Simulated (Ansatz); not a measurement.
# CdS (Greenockite): the cost of one run

Computed with Ansatz 0.2.0 through its Python package. Level of theory: DFT PBE, plane waves, PAW.

### 1 The structure

Symmetry: P6_3mc, No. 186, hexagonal system. Conventional cell: a = 4.150 Å, b = 4.150 Å, c = 6.737 Å, α = 90.00°, β = 90.00°, γ = 120.00°. Cd (site symmetry 3m) is surrounded by 4 S at 2.53 to 2.54 Å. S (site symmetry 3m) is surrounded by 4 Cd at 2.53 to 2.54 Å.

No structure file is read: the coordinates are typed or built in the script.

### 2 Script

Input file ecut_cds.py:

```python
'''Cutoff test for CdS.'''

import logging
import sys

import ansatz
import matplotlib.pyplot as plt
from pymatgen.core import Lattice, Structure
from pymatgen.io.ase import AseAtomsAdaptor

logging.basicConfig(stream=sys.stdout, format='[%(levelname)s] %(message)s')
logger = logging.getLogger('ansatz_job')
logger.setLevel(logging.INFO)


def main() -> None:
    pmg_structure = Structure(
        Lattice([[4.15, 0.0, 0.0], [-2.075, 3.594005, 0.0], [0.0, 0.0, 6.737]]),
        ['Cd', 'Cd', 'S', 'S'],
        [
            [1 / 3, 2 / 3, 0.0],
            [2 / 3, 1 / 3, 0.5],
            [1 / 3, 2 / 3, 0.375],
            [2 / 3, 1 / 3, 0.875],
        ],
    )
    xtal = ansatz.Crystal.from_ase(AseAtomsAdaptor.get_atoms(pmg_structure))

    base = xtal.calculation()
    base = base.occupations('fixed')
    base = base.kpoints(6, 6, 4)
    base = base.functional('pbe').stress()

    rows = []
    for value in [250, 325, 400, 475, 550, 625]:
        r = base.basis(value).run(threads=1).report
        rows.append((value, r['free_energy_ev'] / len(r['lattice']['sites']), r['n_iterations'], sum(r['stress_gpa'][i][i] for i in range(3)) / 3, r['n_pw']))

    logger.info(' cutoff (eV)   F/atom (eV)    iterations       P (GPa)   plane waves')
    for row in rows:
        logger.info(f'{str(row[0]):>12s}  {row[1]:12.5f}  {row[2]:12d}  {row[3]:12.3f}  {row[4]:12d}')

    # the last row is the reference
    for row in rows[:-1]:
        shift = 1000 * (row[1] - rows[-1][1])
        logger.info(f'{row[0]}: {shift:+.2f} meV/atom' + ('  (within 5 meV)' if abs(shift) < 5 else ''))
    plt.figure(figsize=(4.5, 3))
    plt.plot([str(row[0]) for row in rows], [1000 * (row[1] - rows[-1][1]) for row in rows], 'o-')
    plt.xlabel('cutoff (eV)')
    plt.ylabel('F - F(last) (meV/atom)')
    plt.tight_layout()
    plt.savefig('ecut.png', dpi=100)


if __name__ == '__main__':
    main()
```

### 3 Launch

The run is started by

```console
$ python ecut_cds.py
```

What time and memory should one allow on 1 thread of Arm Neoverse V1, shared host?

About 28 s, with a peak of 0.54 GiB.
